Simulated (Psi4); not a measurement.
**One shape, several levels: singlet [InNH3]+**

Aim: a comparison of 3 runs (PBE/def2-SVP, SVWN5/def2-SVP, revPBE/def2-SVP) of singlet [InNH3]+. 

The calculation is run with Psi4 1.11.

6 further runs of the same task are left out: 4 that didn't finish, 2 set aside as unsound or not needed.

### Step 1. The system as given

The species is [InNH3]+ (5 atoms), meant as a singlet with charge +1. SMILES of the parent species: `[NH2][InH]`. Geometry: relaxed at PBE0-D4/def2-TZVP. This is one conformer, not always the lowest. That shape belongs to the parent species and isn't relaxed for this state.

Bond lengths: N1–In2 2.036 Å, N1–H3 1.011 Å, N1–H4 1.009 Å, In2–H5 1.761 Å. Angles: N1–In2–H5 116.4°, In2–N1–H3 120.0°, In2–N1–H4 120.8°, H3–N1–H4 109.8°.

### Step 2. Energy and gradient at PBE/def2-SVP (core potential) (run 1)

File h3inn.xyz:

```xyz
5
H3InN
N     -0.299400    -0.736500     0.264700
In     0.846600     0.946400     0.296000
H     -0.846800    -0.960800    -0.554700
H      0.017600    -1.585600     0.707600
H      0.331900     2.262600    -0.755100
```

File run_ase.py:

```python
import numpy as np
from ase.calculators.psi4 import Psi4
from ase.io import read

mol = read('h3inn.xyz')
calc = Psi4(atoms=mol, method='pbe', basis='def2-SVP', memory='1600MB', num_threads=1, charge=1, multiplicity=1, label='psi4-calc')
calc.psi4.set_options({'puream': True, 'e_convergence': 1e-09, 'd_convergence': 1e-08, 'scf_type': 'pk', 'dft_radial_points': 99, 'dft_spherical_points': 590})
mol.calc = calc

forces = mol.get_forces()
print(f'energy: {mol.get_potential_energy():.6f} eV')
print('forces / eV A^-1')
print(np.round(forces, 5))
```

The run is started by

```
$ python run_ase.py
```

psi4-calc.dat:

```text
[...]
    !!!  WARNING: ECP capability is in beta. Please check occupations closely.  !!!
[...]
  Running in c1 symmetry.
[...]
  Nuclear repulsion =   61.852746045763581
[...]
  Multiplicity = 1
[...]
  Nalpha       = 15
  Nbeta        = 15
[...]
    Number of basis functions: 55
[...]
   @RKS iter   1:  -245.83134238706123   -3.93817e-01   1.69004e-02 DIIS/ADIIS
[...]
   @RKS iter  15:  -246.25221166012130   -7.38964e-13   4.13499e-10 DIIS
[...]
    Orbital Energies [Eh]
    ---------------------
    Doubly Occupied:
       1A    -14.204523     2A     -4.744528     3A     -3.189401
       4A     -3.186545     5A     -3.179074     6A     -0.982664
       7A     -0.953250     8A     -0.951698     9A     -0.949234
      10A     -0.944029    11A     -0.918167    12A     -0.630505
      13A     -0.615527    14A     -0.513793    15A     -0.428587
[...]
  @RKS Final Energy:  -246.25221166012130
   => Energetics <=
    Nuclear Repulsion Energy =             61.8527460457635812
    One-Electron Energy =                -526.2933000927156399
    Two-Electron Energy =                 242.5571592210908705
    DFT Exchange-Correlation Energy =     -24.3688168342601301
    Empirical Dispersion Energy =           0.0000000000000000
    VV10 Nonlocal Energy =                  0.0000000000000000
    Total Energy =                       -246.2522116601213042
[...]
 Multipole Moments:
 ------------------------------------------------------------------------------------
     Multipole            Electronic (a.u.)      Nuclear  (a.u.)        Total (a.u.)
 ------------------------------------------------------------------------------------
 L = 1.  Multiply by 2.5417464519 to convert [e a0] to [Debye]
 Dipole X            :         12.6745258          -12.4139086            0.2606173
 Dipole Y            :         16.0437142          -16.3015989           -0.2578847
 Dipole Z            :          2.4580721           -2.3686144            0.0894577
 Magnitude           :                                                    0.3773971
[...]
  -Total Gradient:
     Atom            X                  Y                   Z
    ------   -----------------  -----------------  -----------------
       1       -0.011020399372    -0.012525252523    -0.028088305845
       2        0.022830856071     0.004942142692     0.027744763061
       3        0.001977115795    -0.000572799313     0.021673318092
       4       -0.002531949217     0.015123038916    -0.009503980386
       5       -0.011255860271    -0.006969358177    -0.011825771718
[...]
```

The script printed:

```text
Memory set to   1.490 GiB by Python driver.
  Threads set to 1 by Python driver.

  Memory set to   1.490 GiB by Python driver.
  Threads set to 1 by Python driver.
energy: -6700.863991 eV
forces / eV A^-1
[[ 0.56669  0.64407  1.44436]
 [-1.17401 -0.25414 -1.42669]
 [-0.10167  0.02945 -1.11449]
 [ 0.1302  -0.77766  0.48871]
 [ 0.5788   0.35838  0.60811]]
```

Wall time 7.8 s (1 thread of Intel Xeon 6975P-C (Granite Rapids), shared host); peak memory 0.64 GiB.

### Step 3. Energy and forces at SVWN5/def2-SVP (core potential) (run 2)

File h3inn.py:

```python
import psi4

psi4.set_memory(1600000000)
psi4.set_num_threads(1)
psi4.core.set_output_file('psi4.out', False)

m = psi4.geometry("""
1 1
N     -0.299400    -0.736500     0.264700
In     0.846600     0.946400     0.296000
H     -0.846800    -0.960800    -0.554700
H      0.017600    -1.585600     0.707600
H      0.331900     2.262600    -0.755100
symmetry c1
""")

psi4.set_options({
    'basis': 'def2-SVP',
    'puream': True,
    'e_convergence': 1e-09,
    'd_convergence': 1e-08,
    'scf_type': 'pk',
    'dft_radial_points': 99,
    'dft_spherical_points': 590,
})

e, wfn = psi4.gradient('scf', dft_functional={"name": "SVWN5", "x_functionals": {"LDA_X": {}}, "c_functionals": {"LDA_C_VWN": {}}}, return_wfn=True)
psi4.oeprop(wfn, 'DIPOLE', 'MULLIKEN_CHARGES', 'WIBERG_LOWDIN_INDICES', title='SCF')
print('gradient / Eh bohr^-1')
print(e.np.round(6))
print(f'energy = {wfn.energy():.10f} Eh')
```

The run is started by

```
$ python h3inn.py
```

psi4.out:

```text
[...]
    !!!  WARNING: ECP capability is in beta. Please check occupations closely.  !!!
[...]
  Running in c1 symmetry.
[...]
  Nuclear repulsion =   61.852746045763581
[...]
  Multiplicity = 1
[...]
  Nalpha       = 15
  Nbeta        = 15
[...]
    Number of basis functions: 55
[...]
   @RKS iter   1:  -245.09783901319506   -3.55016e-01   1.72565e-02 DIIS/ADIIS
[...]
   @RKS iter  15:  -245.53178271749260   -9.09495e-13   3.01199e-10 DIIS
[...]
  @RKS Final Energy:  -245.53178271749260
   => Energetics <=
    Nuclear Repulsion Energy =             61.8527460457635812
    One-Electron Energy =                -526.1491619943274145
    Two-Electron Energy =                 242.3666873492821310
    DFT Exchange-Correlation Energy =     -23.6020541182109156
    Empirical Dispersion Energy =           0.0000000000000000
    VV10 Nonlocal Energy =                  0.0000000000000000
    Total Energy =                       -245.5317827174926038
[...]
  -Total Gradient:
     Atom            X                  Y                   Z
    ------   -----------------  -----------------  -----------------
       1       -0.019589444851    -0.023175874419    -0.027799825721
       2        0.031277051140     0.013346852863     0.029455168912
       3        0.003796364126    -0.001239310276     0.023265404182
       4       -0.003250661975     0.016242091410    -0.011512283114
       5       -0.012234424765    -0.005177646834    -0.013410053048
[...]
 Multipole Moments:
 ------------------------------------------------------------------------------------
     Multipole            Electronic (a.u.)      Nuclear  (a.u.)        Total (a.u.)
 ------------------------------------------------------------------------------------
 L = 1.  Multiply by 2.5417464519 to convert [e a0] to [Debye]
 Dipole X            :         12.6140739          -12.4139086            0.2001653
 Dipole Y            :         16.0414509          -16.3015989           -0.2601480
 Dipole Z            :          2.3817717           -2.3686144            0.0131573
 Magnitude           :                                                    0.3285061
[...]
  Mulliken Charges: (a.u.)
   Center  Symbol    Alpha    Beta     Spin     Total
       1     N     3.66040  3.66040  0.00000 -0.32080
       2    IN    10.11804 10.11804  0.00000  0.76391
       3     H     0.39258  0.39258  0.00000  0.21484
       4     H     0.39693  0.39693  0.00000  0.20614
       5     H     0.43204  0.43204  0.00000  0.13591
   Total alpha = 15.00000, Total beta = 15.00000, Total charge =  1.00000
  Wiberg Bond Indices using Orthogonal Lowdin Orbitals:
[...]
```

On the terminal:

```text
Memory set to   1.490 GiB by Python driver.
  Threads set to 1 by Python driver.
gradient / Eh bohr^-1
[[-0.019589 -0.023176 -0.0278  ]
 [ 0.031277  0.013347  0.029455]
 [ 0.003796 -0.001239  0.023265]
 [-0.003251  0.016242 -0.011512]
 [-0.012234 -0.005178 -0.01341 ]]
energy = -245.5317827175 Eh
```

It took 4.8 s on 1 thread of Intel Xeon 6975P-C (Granite Rapids), shared host; peak memory 0.34 GiB.

### Step 4. A single-point energy at revPBE/def2-SVP (core potential) (run 3)

File job.py:

```python
import psi4

psi4.set_memory(1600000000)
psi4.set_num_threads(1)
psi4.core.set_output_file('output.dat', False)

m = psi4.geometry("""
1 1
N     -0.299400    -0.736500     0.264700
In     0.846600     0.946400     0.296000
H     -0.846800    -0.960800    -0.554700
H      0.017600    -1.585600     0.707600
H      0.331900     2.262600    -0.755100
units angstrom
symmetry c1
no_reorient
no_com
""")

psi4.set_options({
    'basis': 'def2-SVP',
    'puream': True,
    'e_convergence': 1e-09,
    'd_convergence': 1e-08,
    'scf_type': 'pk',
    'dft_radial_points': 99,
    'dft_spherical_points': 590,
})

e, wfn = psi4.energy("REVPBE", return_wfn=True)
psi4.oeprop(wfn, "MAYER_INDICES", "MULLIKEN_CHARGES", "WIBERG_LOWDIN_INDICES", title="REVPBE")
print(f'REVPBE energy: {e:.10f} Eh')
```

The run is started by

```
$ python job.py
```

output.dat:

```text
[...]
    !!!  WARNING: ECP capability is in beta. Please check occupations closely.  !!!
[...]
  Running in c1 symmetry.
[...]
  Nuclear repulsion =   61.852746045763588
[...]
  Multiplicity = 1
[...]
  Nalpha       = 15
  Nbeta        = 15
[...]
    Number of basis functions: 55
[...]
   @RKS iter   1:  -245.98551517758665   -3.94844e-01   1.58754e-02 DIIS/ADIIS
[...]
   @RKS iter  14:  -246.35909897726955   -5.96856e-13   6.15625e-09 DIIS
[...]
    Orbital Energies [Eh]
    ---------------------
    Doubly Occupied:
       1A    -14.215453     2A     -4.746033     3A     -3.190734
       4A     -3.187962     5A     -3.180193     6A     -0.982545
       7A     -0.953163     8A     -0.951751     9A     -0.948983
      10A     -0.943939    11A     -0.918102    12A     -0.629098
      13A     -0.612516    14A     -0.511993    15A     -0.426304
[...]
  @RKS Final Energy:  -246.35909897726955
   => Energetics <=
    Nuclear Repulsion Energy =             61.8527460457635883
    One-Electron Energy =                -526.3080361439531316
    Two-Electron Energy =                 242.5818397013679828
    DFT Exchange-Correlation Energy =     -24.4856485804479753
    Empirical Dispersion Energy =           0.0000000000000000
    VV10 Nonlocal Energy =                  0.0000000000000000
    Total Energy =                       -246.3590989772695536
[...]
 Multipole Moments:
 ------------------------------------------------------------------------------------
     Multipole            Electronic (a.u.)      Nuclear  (a.u.)        Total (a.u.)
 ------------------------------------------------------------------------------------
 L = 1.  Multiply by 2.5417464519 to convert [e a0] to [Debye]
 Dipole X            :        -27.0864113           28.6964361            1.6100248
 Dipole Y            :        -26.1256731           27.2783856            1.1527125
 Dipole Z            :        -13.4654430           14.1100181            0.6445751
 Magnitude           :                                                    2.0824032
[...]
  Mulliken Charges: (a.u.)
   Center  Symbol    Alpha    Beta     Spin     Total
       1     N     3.64436  3.64436  0.00000 -0.28871
       2    IN    10.07691 10.07691  0.00000  0.84618
       3     H     0.40983  0.40983  0.00000  0.18035
       4     H     0.41432  0.41432  0.00000  0.17137
       5     H     0.45459  0.45459  0.00000  0.09081
   Total alpha = 15.00000, Total beta = 15.00000, Total charge =  1.00000
  Mayer Bond Indices:
[...]
```

Standard output:

```text
Memory set to   1.490 GiB by Python driver.
  Threads set to 1 by Python driver.
REVPBE energy: -246.3590989773 Eh
```

It took 6.3 s on 1 thread of Intel Xeon 6975P-C (Granite Rapids), shared host; peak memory 0.62 GiB.

### Step 5. All runs side by side

| run | level | task | energy (Eh) | HOMO energy (eV) | LUMO energy (eV) | HOMO–LUMO gap (eV) | wall time |
| --- | --- | --- | --- | --- | --- | --- | --- |
| 1 | PBE/def2-SVP (core potential) | gradient | -246.252212 | -11.66 | -10.66 | 1.00 | 7.8 s |
| 2 | SVWN5/def2-SVP (core potential) | gradient | -245.531783 | -11.84 | -10.87 | 0.97 | 4.8 s |
| 3 | revPBE/def2-SVP (core potential) | energy | -246.359099 | -11.60 | -10.58 | 1.02 | 6.3 s |

### Step 6. Outcome

| quantity | value |
| --- | --- |
| run 3: total energy | -246.35910 Eh |
| run 3: HOMO energy | -11.60 eV |
| run 3: LUMO energy | -10.58 eV |
| run 3: HOMO–LUMO gap | 1.02 eV |

The HOMO–LUMO gap runs from 0.97 eV (SVWN5/def2-SVP) to 1.02 eV (revPBE/def2-SVP). Totals of different functionals can't be ranked against each other. All runs together took 19 s, the longest 7.8 s.
